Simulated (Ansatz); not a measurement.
# C2H7NOSi2: a ladder of functionals and wavefunction methods

Aim: compute C2H7NOSi2 with functionals from several rungs and with coupled cluster, and see how far each lands from CCSD(T) at the basis-set limit for the atomisation energy.

Method: functionals in def2-TZVPP, the program's frozen cores in correlated methods; program: Ansatz 0.2.0, Gaussian basis.

The runs, in order: PBE-D4, r2SCAN-D4, PBE0-D4, B3LYP-D4, ωB97X-V, ωB97M-V, B2PLYP; CCSD(T)/def2-TZVPP; MP2/def2-QZVPP; extrapolation to the limit.

**1. Structure used throughout**

An earlier PBE0-D4 in a triple-zeta def2 set relaxation fixed the geometry.

13 atoms, charge 0, spin multiplicity 1.

Atoms are counted from 1 here; the program's logs count them from 0.

Bond lengths: C1–Si2 1.850 Å, C1–H7 1.093 Å, C1–H8 1.092 Å, C1–H9 1.093 Å, Si2–N3 1.765 Å, Si2–O6 1.663 Å, Si2–H10 1.483 Å, N3–C4 1.274 Å, C4–Si5 1.911 Å, C4–H11 1.098 Å, Si5–O6 1.649 Å, Si5–H12 1.486 Å, Si5–H13 1.486 Å. Angles: Si2–C1–H7 110.2°, Si2–C1–H8 110.9°, Si2–C1–H9 110.6°, H7–C1–H8 108.4°, H7–C1–H9 108.2°, H8–C1–H9 108.4°, C1–Si2–N3 111.3°, C1–Si2–O6 112.0°, C1–Si2–H10 111.6°, N3–Si2–O6 102.4°, N3–Si2–H10 109.1°, O6–Si2–H10 110.0°, Si2–N3–C4 113.2°, N3–C4–Si5 114.5°, N3–C4–H11 119.0°, Si5–C4–H11 126.4°, C4–Si5–O6 96.6°, C4–Si5–H12 113.6° and more.

**2. PBE-D4 (GGA)**

in.yaml

```yaml
crystal:
  periodic: [false, false, false]
  atoms:
    - {symbol: C, position_ang: [-0.713247, -0.027015, 2.096186]}
    - {symbol: Si, position_ang: [0.569340, -0.078785, 0.764621]}
    - {symbol: N, position_ang: [0.303608, -1.436687, -0.331005]}
    - {symbol: C, position_ang: [0.112691, -1.078271, -1.538982]}
    - {symbol: Si, position_ang: [0.175224, 0.809970, -1.825668]}
    - {symbol: O, position_ang: [0.459107, 1.229613, -0.256677]}
    - {symbol: H, position_ang: [-0.644659, -0.920373, 2.721697]}
    - {symbol: H, position_ang: [-1.717251, 0.017539, 1.668235]}
    - {symbol: H, position_ang: [-0.570113, 0.848563, 2.733729]}
    - {symbol: H, position_ang: [1.938289, -0.169249, 1.328217]}
    - {symbol: H, position_ang: [-0.068424, -1.848118, -2.301047]}
    - {symbol: H, position_ang: [1.279947, 1.239413, -2.721219]}
    - {symbol: H, position_ang: [-1.104110, 1.378698, -2.323288]}
basis:
  gaussian: {orbitals: def2-TZVPP}
hamiltonian: {xc: pbe, dispersion: d4}
output: {forces: true, orbitals: {seedname: orbitals}}
```

On the command line:

```
> ansatz run in.yaml --threads 2 --pin off --events-out ev --progress --plain --max-ram 32768MiB --backend cuda --devices 0, --max-vram 18GiB
```

The runs that follow: r2SCAN-D4 (meta-GGA); PBE0-D4 (hybrid); B3LYP-D4 (hybrid); ωB97X-V (range-separated); ωB97M-V (range-separated); B2PLYP (double hybrid); CCSD(T) in def2-TZVPP; MP2 in def2-QZVPP.

Q: Predict the results of all the runs planned. Wanted: atomisation energy, CCSD(T)/CBS; farthest; mean size of error, hybrid; mean size of error, range-separated; gap, smallest and largest; T1 diagnostic; triples share of the correlation energy.

The runs gave:

| quantity | value |
| --- | --- |
| atomisation energy, CCSD(T)/CBS | 1218.5 kcal/mol |
| functionals within 6.1 kcal/mol (0.5 %) | r2SCAN-D4, PBE0-D4, B3LYP-D4, ωB97X-V, ωB97M-V |
| farthest | PBE-D4 (+16.2 kcal/mol) |
| mean size of error, hybrid | 3.0 kcal/mol |
| mean size of error, range-separated | 4.7 kcal/mol |
| gap, smallest and largest | 3.22 eV (PBE-D4), 10.30 eV (ωB97X-V) |
| T1 diagnostic | 0.0132 |
| triples share of the correlation energy | 4.1 % |

PBE-D4 misses by +16.2 kcal/mol. Double hybrids carry the basis error of their MP2 part in triple zeta, and no dispersion term here, so their miss is partly the set-up's. The reference freezes the cores and leaves out relativity and excitations past (T), so misses under about 6.1 kcal/mol can't be ranked. Hartree-Fock recovers 72 % of the binding; the rest is correlation. The gap grows from 3.2 to 10.3 eV across the functionals, mostly with the share of exact exchange.
